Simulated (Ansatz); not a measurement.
**Ga₂S (singlet): the correlation ladder, cc-pVDZ**

An exercise on one series of results from a longer session: the logs are not shown, and one member is left open.

The runs use Ansatz 0.2.0, Gaussian basis; cc-pVDZ, core rule «outside noble gas», up to 33 orbitals frozen.

The runs, in order: UHF; CCSD(T) on RHF; BCCD(T) on RHF; CISD; CCSDT(Q) on RHF.

20 further runs of the same task are left out: 6 for a known fault of the program, 10 that didn't finish, 4 set aside as unsound or not needed.

## The geometry

The geometry is a PBE0/def2-TZVP stationary point (not a proven minimum). No spin-orbit coupling is included. The filled d shell of Ga may be among the frozen orbitals whatever the setting's name suggests; the logs give the count.

3 atoms, charge 0, spin multiplicity 1.

Atoms are counted from 1 here; the program's logs count them from 0.

Bond lengths: Ga1–S2 2.264 Å, S2–Ga3 2.264 Å. Angles: Ga1–S2–Ga3 180.0°.

Geometry (Å):

```xyz
3

Ga    0.0000    0.0000    2.2640
S     0.0000    0.0000    0.0000
Ga    0.0000    0.0000   -2.2640
```

The first run:

Contents of in.yaml:

```yaml
crystal:
  periodic: [false, false, false]
  atoms:
    - {symbol: Ga, position_ang: [0.000000, 0.000000, 2.264000]}
    - {symbol: S, position_ang: [0.000000, 0.000000, 0.000000]}
    - {symbol: Ga, position_ang: [0.000000, 0.000000, -2.264000]}
basis:
  gaussian: {orbitals: cc-pVDZ}
magnetization: {spin_polarized: true, initial_magnetization: 0}
hamiltonian: {xc: hf}
output: {orbitals: {seedname: orbitals}}
```

The run is started by

```
> ansatz run in.yaml --threads 1 --pin off --events-out ev --progress --plain --max-ram 2393MiB
```

Among the steps run: UHF; CCSD(T) on RHF; BCCD(T) on RHF; CISD; CCSDT(Q) on RHF.

One table of the session follows, with a row left open; its other results are not shown here.

| method | from RCCSDT(Q) (kJ/mol) |
| --- | --- |
| RHF | +676.5 |
| RMP2 | +110.5 |
| RCCSD | +29.9 |
| RCCSD(T) | +4.9 |
| BCCD(T) | +4.6 |
| RCCSDT | ? |
| RCCSDT(Q) | 0 |

Estimate the missing values for RCCSDT.

**Answer.** from RCCSDT(Q) (kJ/mol): +2.5. In the column «from RCCSDT(Q) (kJ/mol)» it lies between RCCSDT(Q) (0) and BCCD(T) (+4.6).

Not comparable, so not listed: CISD (they don't share determinant, frozen orbitals or solution with the rows shown, or repeat one).

With the free atoms at the same levels and basis (separate runs), the atomisation energy is 6.348 eV at RCCSDT(Q), 6.320 eV at RCCSD(T), 4.581 eV at RHF.
